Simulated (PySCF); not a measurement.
# C3H10Si2: the cost of one run

Computed with PySCF 2.14.0, with density-fitted response routines of our own, on a single molecule in the gas phase. Atoms count from 0, in the outputs and in this text.

## Step 1: Starting geometry

15 atoms, charge 0, multiplicity 1; geometry from: GFN2-xTB. The atoms were then displaced at random by about 0.01 Å, so the start is not that level's minimum.

Bonds of the start (Å): C0–C1 1.56, C1–Si2 1.92, Si2–Si3 2.37, Si3–C4 1.92, C4–C0 1.52, C0–H5 1.10, C0–H6 1.07, C1–H7 1.09, C1–H8 1.07, Si2–H9 1.45, Si2–H10 1.47, Si3–H11 1.46, Si3–H12 1.45, C4–H13 1.11, C4–H14 1.09.

## Step 2: Optimising the geometry at PBE0-D3(BJ)/def2-SVP

Job settings and geometry (Å):

```
{"job": {"xc": "PBE0", "basis": "def2-SVP", "d3": "d3bj", "grid": 1, "shake": 0.01, "kind": "geom"}, "charge": 0, "multiplicity": 1}
C      0.236850    -1.272690    -0.342520
C     -1.160420    -0.817550     0.171540
Si    -1.367200     1.074140    -0.083680
Si     0.965930     1.454270    -0.002360
C      1.337170    -0.408750     0.245300
H      0.231440    -1.139620    -1.438270
H      0.392970    -2.307530    -0.120900
H     -1.206610    -1.047500     1.232070
H     -1.937350    -1.382210    -0.305960
H     -2.023080     1.333530    -1.344980
H     -2.221980     1.630040     0.979910
H      1.510170     2.245480     1.103000
H      1.540790     1.939100    -1.244480
H      1.396910    -0.616690     1.330690
H      2.289080    -0.701390    -0.186610
```

The run is started by

```console
OMP_NUM_THREADS=1 python probes_run.py task.json out
```

This one command runs all jobs of the session in turn.

**Question.** How long does this first job take on 1 thread of Arm Neoverse V2, shared host, and how much memory does it need?

About 27 s, with a peak of 0.51 GiB.
